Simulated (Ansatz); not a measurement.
# CH6AlFO3: the cost of one run

Program: Ansatz 0.2.0. Level of theory: RKS PBE-D4/def2-SVP. These are calculated values, not measurements.

### 1 The system as given

Bond lengths: Al1–O2 2.180 Å, O2–C3 1.402 Å, Al1–O4 1.636 Å, Al1–O5 1.639 Å, Al1–F7 2.111 Å, C3–H8 1.097 Å, C3–H9 1.093 Å, C3–H10 1.092 Å, O4–H11 0.945 Å, O5–H12 0.946 Å. Angles (14 of 15 angles, heavy atoms first): Al1–O2–C3 130.3°, O2–Al1–O4 109.6°, O2–Al1–O5 111.3°, O2–Al1–F7 69.0°, O4–Al1–O5 131.5°, O4–Al1–F7 108.2°, O5–Al1–F7 109.9°, O2–C3–H8 108.1°, O2–C3–H9 112.5°, O2–C3–H10 109.6°, Al1–O4–H11 151.6°, Al1–O5–H12 146.0°, H8–C3–H9 109.1°, H8–C3–H10 108.9°.

As a file:

```xyz
12

Al   -0.1897    0.9719   -0.8419
O     0.7571   -0.6459    0.2704
C     0.1873   -1.6920    1.0092
O    -1.8111    0.7546   -0.8514
O     0.8284    1.5999   -1.9623
H     0.6654    0.4589    0.8934
F     0.3794    1.6127    1.0876
H     0.8995   -1.9847    1.7906
H    -0.7588   -1.4068    1.4767
H     0.0086   -2.5479    0.3548
H    -2.6870    1.0386   -1.0642
H     1.7208    1.8406   -2.1630
```

### 2 Pulling towards end A

Springs on the bonds that form and break draw the guess towards this end; the thresholds are loose.

File input.yaml:

```yaml
crystal:
  periodic: [false, false, false]
  atoms:
    - { symbol: Al, position_ang: [-0.1897, 0.9719, -0.8419] }
    - { symbol: O, position_ang: [0.7571, -0.6459, 0.2704] }
    - { symbol: C, position_ang: [0.1873, -1.692, 1.0092] }
    - { symbol: O, position_ang: [-1.8111, 0.7546, -0.8514] }
    - { symbol: O, position_ang: [0.8284, 1.5999, -1.9623] }
    - { symbol: H, position_ang: [0.6654, 0.4589, 0.8934] }
    - { symbol: F, position_ang: [0.3794, 1.6127, 1.0876] }
    - { symbol: H, position_ang: [0.8995, -1.9847, 1.7906] }
    - { symbol: H, position_ang: [-0.7588, -1.4068, 1.4767] }
    - { symbol: H, position_ang: [0.0086, -2.5479, 0.3548] }
    - { symbol: H, position_ang: [-2.687, 1.0386, -1.0642] }
    - { symbol: H, position_ang: [1.7208, 1.8406, -2.163] }
basis:
  gaussian: { orbitals: def2-SVP }
hamiltonian:
  xc: pbe
  dispersion: d4
relax:
  f_tol: 0.15
  max_steps: 25
  restrain:
    - { distance: [0, 6], at: 3.08, k: 30.0 }
    - { distance: [5, 1], at: 2.27, k: 30.0 }
    - { distance: [0, 1], at: 1.87, k: 30.0 }
    - { distance: [5, 6], at: 0.88, k: 30.0 }
output:
  orbitals: {}
```

Launch:

```sh
$ ansatz run input.yaml --threads 2 --pin off --max-ram 3072MiB --backend cpu --events-out ev --progress --plain --runs-dir out
```

Q: Estimate wall time and peak memory on 2 threads of Arm Neoverse V1, shared host.

About 30 s, with a peak of 0.16 GiB.
